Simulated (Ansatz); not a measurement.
This script drives Ansatz's Python interface.

`bati2bi2o_smear.py`
```python
"""Smearing width test for BaTi2Bi2O."""

import ansatz as az
from tabulate import tabulate

system = (
    az.Lattice.from_parameters(4.115314, 4.115314, 8.707278, alpha=90, beta=90, gamma=90)
    .space_group(123, hermann_mauguin="P4/mmm")
    .atom("Ba", (0.5, 0.5, 0.5))
    .atom("Ti", (0.0, 0.5, 0.0))
    .atom("Bi", (0.0, 0.0, 0.247564))
    .atom("O", (0.5, 0.5, 0.0))
)

calculation = (
    system.calculation()
    .kpoints(6, 6, 3)
    .functional("pbesol")
    .forces()
    .stress()
)

rows = []
for value in [0.3, 0.2, 0.1, 0.05]:
    summary = calculation.occupations("gaussian", width=value).run().report
    rows.append((value, summary["free_energy_ev"] / len(summary["lattice"]["sites"]), summary["n_iterations"], sum(summary["stress_gpa"][i][i] for i in range(3)) / 3, max(abs(f) for row in summary["forces_ev_ang"] for f in row), summary["n_kpoints"]))

print(tabulate(rows, headers=["width (eV)", "F/atom (eV)", "iterations", "P (GPa)", "max component (eV/A)", "k-points"], floatfmt=".4f", tablefmt="plain"))

# the last row is the reference
for row in rows[:-1]:
    shift = 1000 * (row[1] - rows[-1][1])
    print(f"{row[0]}: {shift:+.2f} meV/atom" + ("  (within 2 meV)" if abs(shift) < 2 else ""))
```

It is started by `python bati2bi2o_smear.py`. Estimate its wall time and peak memory on 1 thread of Arm Neoverse V1, on a shared host.

It took about 35 s, with a peak of 0.53 GiB, for 4 runs of the engine.

```console
$ python bati2bi2o_smear.py
DeckWarning: basis.ecutwfc = 420 eV, auto-derived from the records' recommended cutoffs: set by Ba (normal level)
  width (eV)    F/atom (eV)    iterations    P (GPa)    max component (eV/A)    k-points
      0.3000     -5976.7525             8    -3.7766                  0.1864          20
      0.2000     -5976.7453             8    -3.8447                  0.1868          20
      0.1000     -5976.7409             9    -3.8752                  0.1920          20
      0.0500     -5976.7396             8    -3.8748                  0.1934          20
0.3: -12.87 meV/atom
0.2: -5.67 meV/atom
0.1: -1.27 meV/atom  (within 2 meV)
```
(Warnings from the package without file and line.)

Going from 0.05 to 0.3 eV changes F by -12.9 meV an atom. With this scheme F falls roughly as the square of the width; the report's estimate for zero width (energy_sigma0_ev) moves by only -0.3 meV. The pressure moves from -3.87 to -3.78 GPa.

Notes:
- The run is spin-unpolarised.
- For a metal this k-point mesh is coarse: on a finer one energies can move by several to tens of meV an atom and pressures by half a GPa or more, differences at one mesh by less.
- The free energy holds a sizeable smearing term, which stands for no physical temperature.
- The narrowest width needs the finest mesh, so the last row is no converged reference.
- Pressure is positive in compression.
- Spin-orbit coupling, which matters for elements this heavy, is left out.
- The structure comes from a database of computed cells and needn't be a stable or known phase.
